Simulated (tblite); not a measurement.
# C5H14GeO: the cost of one run

Computed with tblite 0.8.0 and PySCF 2.14.0, with density-fitted response routines of our own, on a single molecule in the gas phase. Atoms count from 0, in the outputs and in this text.

### 1 The starting structure

21 atoms, charge 0, multiplicity 1; geometry from: force field or distance geometry start.

Bonds of the start (Å): C0–C1 1.50, C1–Ge2 1.96, Ge2–C3 1.92, Ge2–C4 1.92, C4–O5 1.40, O5–C6 1.39, C0–H7 1.12, C0–H8 1.11, C0–H9 1.12, C1–H10 1.12, C1–H11 1.11, Ge2–H12 1.57, C3–H13 1.11, C3–H14 1.12, C3–H15 1.12, C4–H16 1.12, C4–H17 1.12, C6–H18 1.12, C6–H19 1.12, C6–H20 1.10.

### 2 Optimising the geometry with GFN2-xTB

Job settings and geometry (Å):

```
{"job": {"kind": "relax", "xc": "GFN2-xTB", "basis": "xTB"}, "charge": 0, "multiplicity": 1}
C     -1.958900     1.684400     0.086300
C     -2.181000     0.235700     0.393600
Ge    -0.509400    -0.781600     0.476600
C     -0.751600    -2.365500    -0.577400
C      1.016600     0.284900     0.009000
O      2.211300    -0.266700     0.476500
C      3.326800     0.494100     0.141900
H     -1.501800     2.173000     0.990100
H     -1.271000     1.848600    -0.764200
H     -2.946300     2.199700    -0.055800
H     -2.723000     0.182500     1.372300
H     -2.838400    -0.288400    -0.336500
H     -0.316600    -1.195800     1.975100
H     -0.049900    -2.469400    -1.428700
H     -1.782500    -2.331600    -1.009300
H     -0.689000    -3.271400     0.084000
H      0.921400     1.314800     0.447200
H      1.119100     0.426400    -1.099000
H      4.264500     0.037700     0.540200
H      3.227300     1.537700     0.538300
H      3.423600     0.567700    -0.951400
```

The run is started by

```console
> OMP_NUM_THREADS=1 python probes_run.py task.json out
```

The driver reads the jobs from task.json and runs them one after another.

**Question.** How long does this first job take on 1 thread of Arm Neoverse N1, shared host, and how much memory does it need?

About 1.9 s, with a peak of 0.18 GiB.
